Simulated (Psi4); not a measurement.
# doublet [B2O2]− at 4 levels

Aim: a comparison of 4 runs (U-revPBE/aug-cc-pVDZ, UB3LYP/aug-cc-pVDZ, UBLYP/aug-cc-pVDZ, UPBE0/aug-cc-pVDZ) of doublet [B2O2]−. 

The calculation is run with Psi4 1.11.

6 further runs of the same task are left out: 6 that didn't finish.

## Step 1: The structure to begin with

[B2O2]− has 4 atoms, charge -1, and is taken as a doublet. SMILES of the parent species: `O=BB=O`. The shape is that of a PBE0-D4/def2-TZVP optimisation. That shape belongs to the parent species and isn't relaxed for this state.

Bond lengths: O1–B2 1.197 Å, B2–B3 1.640 Å, B3–O4 1.197 Å. Angles: O1–B2–B3 180.0°, B2–B3–O4 180.0°.

## Step 2: A single-point energy at U-revPBE/aug-cc-pVDZ (run 1)

File input.in:

```
memory 2.2 GB

molecule {
  -1 2
  O     -0.743090     0.459760     1.817650
  B     -0.302300     0.187070     0.739120
  B      0.302150    -0.186920    -0.739220
  O      0.743230    -0.459920    -1.817550
  symmetry c1
}

set {
  basis                aug-cc-pVDZ
  reference            uks
  puream               true
  e_convergence        1e-09
  d_convergence        1e-08
  scf_type             pk
  dft_radial_points    99
  dft_spherical_points 590
  maxiter              100
}

E = energy('revpbe')
```

Started as:

```bash
$ psi4 input.in input.out -n 1
```

input.out:

```text
[...]
  Running in c1 symmetry.
[...]
  Nuclear repulsion =   66.762222931000380
[...]
  Multiplicity = 2
[...]
  Nalpha       = 14
  Nbeta        = 13
[...]
    Number of basis functions: 92
[...]
   @UKS iter   1:  -199.70646195044941   -4.05397e-01   1.16487e-02 ADIIS/DIIS
[...]
   @UKS iter  13:  -200.21469624912234   -2.55795e-13   4.65268e-09 DIIS
[...]
   @S^2 Observed:                7.512962133E-01
[...]
    Orbital Energies [Eh]
    ---------------------
    Alpha Occupied:
       1A    -18.588848     2A    -18.588833     3A     -6.349784
       4A     -6.349557     5A     -0.721282     6A     -0.720583
       7A     -0.251303     8A     -0.184481     9A     -0.168271
      10A     -0.146920    11A     -0.146627    12A     -0.127829
      13A     -0.126913    14A      0.082728
    Alpha Virtual:
      15A      0.092398    16A      0.106131    17A      0.112721
      18A      0.126458    19A      0.135646    20A      0.137860
      21A      0.142852    22A      0.144780    23A      0.184167
      24A      0.262348    25A      0.278113    26A      0.284404
[...]
  @UKS Final Energy:  -200.21469624912234
   => Energetics <=
    Nuclear Repulsion Energy =             66.7622229310003803
    One-Electron Energy =                -410.8044737895338585
    Two-Electron Energy =                 169.2679097180323993
    DFT Exchange-Correlation Energy =     -25.4403551086212758
    Empirical Dispersion Energy =           0.0000000000000000
    VV10 Nonlocal Energy =                  0.0000000000000000
    Total Energy =                       -200.2146962491223405
[...]
 Multipole Moments:
 ------------------------------------------------------------------------------------
     Multipole            Electronic (a.u.)      Nuclear  (a.u.)        Total (a.u.)
 ------------------------------------------------------------------------------------
 L = 1.  Multiply by 2.5417464519 to convert [e a0] to [Debye]
 Dipole X            :         -0.0002174            0.0001644           -0.0000530
 Dipole Y            :          0.0002056           -0.0001757            0.0000298
 Dipole Z            :         -0.0001482            0.0001134           -0.0000349
 Magnitude           :                                                    0.0000701
[...]
```

It took 38 s on 1 thread of Intel Xeon at 2.50GHz (Skylake/Cascade Lake), shared host; peak memory 0.91 GiB.

## Step 3: Energy and forces at UB3LYP/aug-cc-pVDZ (run 2)

File calc.dat:

```
memory 2200 MB

molecule system {
  -1 2
  O     -0.743090     0.459760     1.817650
  B     -0.302300     0.187070     0.739120
  B      0.302150    -0.186920    -0.739220
  O      0.743230    -0.459920    -1.817550
  symmetry c1
}

set {
  reference            uks
  puream               true
  e_convergence        1e-09
  d_convergence        1e-08
  scf_type             pk
  dft_radial_points    99
  dft_spherical_points 590
  maxiter              100
}

E, wfn = gradient('b3lyp/aug-cc-pVDZ', return_wfn=True)
```

Started as:

```bash
$ psi4 -i calc.dat -o calc.out -n 1
```

calc.out:

```text
[...]
  Running in c1 symmetry.
[...]
  Nuclear repulsion =   66.762222931000380
[...]
  Multiplicity = 2
[...]
  Nalpha       = 14
  Nbeta        = 13
[...]
    Number of basis functions: 92
[...]
   @UKS iter   1:  -199.82372353269625   -6.15798e-01   1.12776e-02 ADIIS/DIIS
[...]
   @UKS iter  23:  -200.28078606225992   -6.16751e-12   3.66145e-09 DIIS
[...]
   @S^2 Observed:                7.518550075E-01
[...]
  @UKS Final Energy:  -200.28078606225992
   => Energetics <=
    Nuclear Repulsion Energy =             66.7622229310003803
    One-Electron Energy =                -411.0372137144975113
    Two-Electron Energy =                 164.6429479360510868
    DFT Exchange-Correlation Energy =     -20.6487432148138907
    Empirical Dispersion Energy =           0.0000000000000000
    VV10 Nonlocal Energy =                  0.0000000000000000
    Total Energy =                       -200.2807860622599208
[...]
 Multipole Moments:
 ------------------------------------------------------------------------------------
     Multipole            Electronic (a.u.)      Nuclear  (a.u.)        Total (a.u.)
 ------------------------------------------------------------------------------------
 L = 1.  Multiply by 2.5417464519 to convert [e a0] to [Debye]
 Dipole X            :         -0.0002515            0.0001644           -0.0000871
 Dipole Y            :          0.0002316           -0.0001757            0.0000559
 Dipole Z            :         -0.0001705            0.0001134           -0.0000571
 Magnitude           :                                                    0.0001182
[...]
  -Total Gradient:
     Atom            X                  Y                   Z
    ------   -----------------  -----------------  -----------------
       1        0.027771664459    -0.017182450561    -0.067941800858
       2       -0.032921422428     0.020368967663     0.080538879153
       3        0.032934083876    -0.020381706016    -0.080535792325
       4       -0.027784333752     0.017195197109     0.067938708682
[...]
```

Wall time 71 s (1 thread of Intel Xeon at 2.50GHz (Skylake/Cascade Lake), shared host); peak memory 0.91 GiB.

Run 3 isn't shown in full; the table further down has it.

## Step 4: Energy and forces at UPBE0/aug-cc-pVDZ (run 4)

File input.in:

```
memory 2200 MB

molecule mol {
  -1 2
  O     -0.743090     0.459760     1.817650
  B     -0.302300     0.187070     0.739120
  B      0.302150    -0.186920    -0.739220
  O      0.743230    -0.459920    -1.817550
  symmetry c1
  no_reorient
  no_com
}

set basis aug-cc-pVDZ
set reference uks
set puream true
set e_convergence 1e-09
set d_convergence 1e-08
set scf_type pk
set dft_radial_points 99
set dft_spherical_points 590
set maxiter 100

energy_value, wavefunction = gradient("pbe0", return_wfn=True)
oeprop(wavefunction, "DIPOLE", "MULLIKEN_CHARGES", "QUADRUPOLE")
```

Started as:

```bash
$ psi4 input.in input.out -n 1
```

input.out:

```text
[...]
  Running in c1 symmetry.
[...]
  Nuclear repulsion =   66.762222931000380
[...]
  Multiplicity = 2
[...]
  Nalpha       = 14
  Nbeta        = 13
[...]
    Number of basis functions: 92
[...]
   @UKS iter   1:  -199.63990339760289   -7.18554e-01   1.05445e-02 DIIS/ADIIS
[...]
   @UKS iter  13:  -200.03858577366321   -1.05729e-11   4.19995e-09 DIIS
[...]
   @S^2 Observed:                7.523346730E-01
[...]
  @UKS Final Energy:  -200.03858577366321
   => Energetics <=
    Nuclear Repulsion Energy =             66.7622229310003803
    One-Electron Energy =                -411.1157618090987853
    Two-Electron Energy =                 163.5018199086258903
    DFT Exchange-Correlation Energy =     -19.1868668041907036
    Empirical Dispersion Energy =           0.0000000000000000
    VV10 Nonlocal Energy =                  0.0000000000000000
    Total Energy =                       -200.0385857736632147
[...]
  -Total Gradient:
     Atom            X                  Y                   Z
    ------   -----------------  -----------------  -----------------
       1        0.027955510137    -0.017296183758    -0.068391620605
       2       -0.032925717349     0.020371586494     0.080549602604
       3        0.032938480735    -0.020384414104    -0.080546484106
       4       -0.027968283063     0.017309021507     0.068388495806
[...]
 Multipole Moments:
 ------------------------------------------------------------------------------------
     Multipole            Electronic (a.u.)      Nuclear  (a.u.)        Total (a.u.)
 ------------------------------------------------------------------------------------
 L = 1.  Multiply by 2.5417464519 to convert [e a0] to [Debye]
 Dipole X            :         -0.0008001            0.0006992           -0.0001009
 Dipole Y            :          0.0011053           -0.0010016            0.0001037
 Dipole Z            :         -0.0006432            0.0005669           -0.0000763
 Magnitude           :                                                    0.0001636
 L = 2.  Multiply by 1.3450342976 to convert [e a0^2] to [Debye ang]
 Quadrupole XX       :        -58.5296384           34.8178400          -23.7117984
 Quadrupole XY       :         19.9665884          -21.5438802           -1.5772918
[...]
```

Wall time 53 s (1 thread of Intel Xeon at 2.50GHz (Skylake/Cascade Lake), shared host); peak memory 0.91 GiB.

## Step 5: Overview of the runs

| run | level | task | energy (Eh) | HOMO energy (eV) | LUMO energy (eV) | ⟨S²⟩ | wall time |
| --- | --- | --- | --- | --- | --- | --- | --- |
| 1 | U-revPBE/aug-cc-pVDZ | energy | -200.214696 | 2.25 | 2.51 | 0.751 | 38 s |
| 2 | UB3LYP/aug-cc-pVDZ | gradient | -200.280786 | 1.72 | 3.12 | 0.752 | 71 s |
| 3 | UBLYP/aug-cc-pVDZ | gradient | -200.243807 | 2.32 | 2.56 | 0.751 | 50 s |
| 4 | UPBE0/aug-cc-pVDZ | gradient | -200.038586 | 1.59 | 3.26 | 0.752 | 53 s |

## Step 6: What came out

| quantity | value |
| --- | --- |
| run 4: total energy | -200.03859 Eh |
| run 4: HOMO energy (highest over α and β) | 1.59 eV |
| run 4: LUMO energy (lowest over α and β) | 3.26 eV |
| run 4: ⟨S²⟩ | 0.752 |
| run 4: largest force on an atom | 4.596 eV/Å |

Totals of different functionals can't be ranked against each other. In runs 1, 2, 3, 4 the HOMO lies above zero, so the outermost electron may be held by the basis alone. All runs together took 3.5 min, the longest 71 s.
